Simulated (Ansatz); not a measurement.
Born–Oppenheimer molecular dynamics of a periodic cell of 14 atoms, CeIn5Rh (start crystal CeIn5Rh, start structure P4/mmm, volume 1.1 times the crystal's). It starts from an unrelaxed structure (largest force component 0.27 eV/Å).

Level of theory: DFT LDA, scalar-relativistic, plane waves, PAW in Ansatz 0.2.0. Settings: accuracy low, cutoff 420 eV, k mesh 2x2x2, fermi-dirac smearing 0.3 eV, no spin polarisation.

| Property | Result |
| --- | --- |
| ensemble | NVT, Langevin thermostat |
| time step | 2.25 fs |
| steps asked | 250 |
| set temperature | 3500 K |
| friction | 0.02 /fs |
| seed | 657572 |

First frame:

```xyz
14
Lattice="-4.8471 -4.8471 0.0000 4.8471 -4.8471 0.0000 0.0000 0.0000 7.7795" Properties=species:S:1:pos:R:3
Ce 0.000 -4.847 0.000
In 2.424 -2.424 0.000
In 2.424 -4.847 5.408
In 0.000 -2.424 2.371
In 2.424 -4.847 2.371
In 0.000 -2.424 5.408
Rh 0.000 -4.847 3.890
Ce 0.000 0.000 0.000
In -2.424 -2.424 0.000
In -2.424 -4.847 5.408
In 0.000 -7.271 2.371
In -2.424 -4.847 2.371
In 0.000 -7.271 5.408
Rh 0.000 0.000 3.890
```

(1) What does the run give?

(2) What happens to the structure?

(3) How do temperature and energy run in time?

Answers

(1) All steps were run.

```json
{
 "steps done": "250",
 "time covered": "562.5 fs",
 "mean temperature over the second half": "3475 K",
 "spread of the potential energy over the second half": "43.1 meV per atom",
 "mean potential energy of the second half above the start": "446.0 meV per atom"
}
```

A run of 0.56 ps of so small a system gives no equilibrium averages. Limits of this set-up: coarse k mesh, magnetic elements without spin, low accuracy level.

(2) Mean squared displacements from the first frame to the last, about the centre of mass: Ce 0.34 Å², In 0.98 Å², Rh 0.48 Å². This is one draw of velocities; another would differ in detail.

(3) 
| time (fs) | T (K) | potential energy less start (eV) |
| --- | --- | --- |
| 0 | 3250 | 0.000 |
| 27 | 3000 | 0.726 |
| 54 | 2777 | 1.829 |
| 81 | 2709 | 2.316 |
| 108 | 1999 | 2.976 |
| 135 | 3385 | 3.641 |
| 162 | 2079 | 4.486 |
| 189 | 3628 | 4.525 |
| 216 | 3901 | 5.313 |
| 243 | 3892 | 5.356 |
| 270 | 5044 | 4.029 |
| 297 | 4854 | 5.669 |
| 324 | 4241 | 6.062 |
| 351 | 2959 | 6.294 |
| 378 | 3482 | 5.530 |
| 405 | 3178 | 6.558 |
| 432 | 3009 | 6.074 |
| 459 | 2977 | 6.237 |
| 486 | 3542 | 6.027 |
| 513 | 3990 | 6.097 |
| 540 | 3572 | 7.498 |

Time of the run: 14 min on 2 threads of AMD EPYC 9R45 96-Core Processor (Zen 5) (shared host), peak memory 1.2 GiB.
